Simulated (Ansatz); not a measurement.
# GdO: the cost of one run

Computed with Ansatz 0.2.0 (DFT LDA without U, plane waves, PAW, no spin–orbit coupling unless a run says so, unless a step's input says otherwise).

1 further run of the same task is left out (it didn't finish).

## Step 1: The starting structure

It takes space group F-43m (No. 216, cubic). The conventional cell has a = 5.400 Å, b = 5.400 Å, c = 5.400 Å, α = 90.00°, β = 90.00°, γ = 90.00°. Around Gd (site symmetry -43m) lie 4 O at 2.34 Å. O (site symmetry -43m) has 4 Gd at 2.34 Å as nearest neighbours.

As a file:

```xyz
4
Lattice="0.0000 2.7000 2.7000 5.4000 2.7000 2.7000 5.4000 5.4000 0.0000" Properties=species:S:1:pos:R:3 pbc="T T T"
Gd    0.0000    0.0000    0.0000
O     1.3500    1.3500    1.3500
Gd    2.7000    2.7000    0.0000
O     4.0500    4.0500    1.3500
```

An earlier series on this cell reached its lowest free state from «antiferromagnetic start, free», perhaps among other starts.

## Step 2: Canted directions held, 90°

Contents of input.yaml:

```yaml
crystal:
  lattice:
    - [0.0, 2.7, 2.7]
    - [5.4, 2.7, 2.7]
    - [5.4, 5.4, 0.0]
  atoms:
    - { symbol: Gd, position: [0.0, 0.0, 0.0], spin: 7.0, spin_axis: [0.0, 0.0, 1.0] }
    - { symbol: O, position: [0.25, 0.25, 0.0] }
    - { symbol: Gd, position: [0.0, 0.0, 0.5], spin: 7.0, spin_axis: [1.0, 0.0, 0.0] }
    - { symbol: O, position: [0.25, 0.25, 0.5] }
basis:
  ecutwfc: 420
  ecutrho_ratio: 4
kpoints:
  mp_grid: { grid: [6, 6, 6] }
hamiltonian:
  xc: lda
scf:
  occupations: { method: gaussian, width: 0.05 }
  lower_state_search: "off"
  max_iter: 150
output:
  forces: true
  stress: true
  eigenvalues: true
  populations: true
  hubbard: { sites: [{ site: 0, l: f }, { site: 2, l: f }] }
  write_density: true
  write_potential: true
  elf: true
  volumetric_format: npy
magnetization:
  noncollinear: true
  spin_orbit: false
  spin_locking: { lock_directions: true }
```

The lock stays on to the end, so the result is a constrained state. Spins may be non-collinear here, without spin–orbit coupling.

Started as:

```console
$ ansatz run input.yaml --threads 4 --pin off --max-ram 6144MiB --backend cpu --events-out ev --progress --plain --runs-dir out
```

What time and memory should one allow on 4 threads of AMD EPYC (Zen 3), shared host?

About 1.8 min, with a peak of 0.81 GiB.
